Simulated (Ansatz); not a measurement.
# CH5AlCl2Se: taking an electron away

The task here is to estimate one member of a computed series from the others.

Program: Ansatz 0.2.0, Gaussian basis. Level of theory: unrestricted cation, the program's frozen cores in correlated methods. These are calculated values, not measurements.

Plan: UKS PBE-D4/def2-TZVPP; UKS r2SCAN-D4/def2-TZVPP; UKS PBE0-D4/def2-TZVPP; UKS B3LYP-D4/def2-TZVPP; UKS wB97X-V/def2-TZVPP; UKS wB97M-V/def2-TZVPP; UKS B2PLYP/def2-TZVPP; UHF-CCSD(T)/def2-TZVPP; UHF-MP2/def2-QZVPP; extrapolation to the limit; then −ε(HOMO) from the neutral's earlier runs with LDA (SPW92), PBE-D4, revPBE-D4, BLYP-D4, r2SCAN-D4, B97M-V, PBE0-D4, B3LYP-D4, r2SCANh-D4, r2SCAN0-D4, HSE06-D4, BHLYP-D4, CAM-B3LYP-D4, LC-ωPBE, ωB97X-V, ωB97M-V.

## Structure used throughout

An earlier PBE0-D4 in a triple-zeta def2 set relaxation fixed the geometry.

10 atoms, charge 0, spin multiplicity 1.

Atoms are counted from 1 here; the program's logs count them from 0.

Bond lengths: C1–Al2 1.940 Å, C1–H6 1.094 Å, C1–H7 1.093 Å, C1–H8 1.093 Å, Al2–Cl3 2.123 Å, Al2–Cl4 2.123 Å, Al2–Se5 2.650 Å, Se5–H9 1.470 Å, Se5–H10 1.470 Å. Angles: Al2–C1–H6 110.0°, Al2–C1–H7 111.9°, Al2–C1–H8 111.9°, H6–C1–H7 107.2°, H6–C1–H8 107.2°, H7–C1–H8 108.5°, C1–Al2–Cl3 118.8°, C1–Al2–Cl4 118.8°, C1–Al2–Se5 105.5°, Cl3–Al2–Cl4 115.5°, Cl3–Al2–Se5 95.3°, Cl4–Al2–Se5 95.3°, Al2–Se5–H9 97.2°, Al2–Se5–H10 97.2°, H9–Se5–H10 91.7°.

The first run:

Contents of in.yaml:

```yaml
crystal:
  periodic: [false, false, false]
  atoms:
    - {symbol: C, position_ang: [-1.341958, -0.619713, -0.016151]}
    - {symbol: Al, position_ang: [0.573380, -0.785630, -0.278674]}
    - {symbol: Cl, position_ang: [1.720592, -1.815291, 1.181590]}
    - {symbol: Cl, position_ang: [1.331134, -0.867808, -2.260522]}
    - {symbol: Se, position_ang: [1.572657, 1.607747, 0.266403]}
    - {symbol: H, position_ang: [-1.831998, -1.575937, -0.224498]}
    - {symbol: H, position_ang: [-1.589455, -0.346505, 1.013188]}
    - {symbol: H, position_ang: [-1.782037, 0.122701, -0.687412]}
    - {symbol: H, position_ang: [0.831653, 1.836282, 1.515342]}
    - {symbol: H, position_ang: [0.599130, 2.392854, -0.506264]}
basis:
  gaussian: {orbitals: def2-TZVPP}
total_charge: 1
magnetization: {spin_polarized: true, initial_magnetization: 1}
hamiltonian: {xc: pbe, dispersion: d4}
```

On the command line:

```bash
$ ansatz run in.yaml --threads 2 --pin off --events-out ev --progress --plain --max-ram 32768MiB --backend cuda --devices 0, --max-vram 18GiB
```

Steps of the session up to this table: Cation, UKS PBE-D4/def2-TZVPP; Cation, UKS r2SCAN-D4/def2-TZVPP; Cation, UKS PBE0-D4/def2-TZVPP; Cation, UKS B3LYP-D4/def2-TZVPP; Cation, UKS wB97X-V/def2-TZVPP; Cation, UKS wB97M-V/def2-TZVPP; Cation, UKS B2PLYP (frozen core)/def2-TZVPP; Cation, UHF-CCSD(T)/def2-TZVPP; Cation, UHF-MP2/def2-QZVPP.

One table of the session follows, with a row left open; its other results are not shown here.

For comparison, −ε(HOMO) of the neutral from earlier runs:

```
  functional  −ε(HOMO) (eV)
 LDA (SPW92)           6.93
      PBE-D4              ?
   revPBE-D4           6.73
     BLYP-D4           6.64
   r2SCAN-D4           7.08
      B97M-V           7.16
     PBE0-D4           8.06
    B3LYP-D4           7.83
  r2SCANh-D4           7.55
  r2SCAN0-D4           8.26
    HSE06-D4           7.66
    BHLYP-D4           9.23
CAM-B3LYP-D4           9.41
     LC-ωPBE          10.77
     ωB97X-V          10.41
     ωB97M-V          10.25
```

Estimate the missing values for PBE-D4.

The run gave: −ε(HOMO) (eV): 6.78. In the column «−ε(HOMO) (eV)» it lies between revPBE-D4 (6.73) and LDA (SPW92) (6.93).
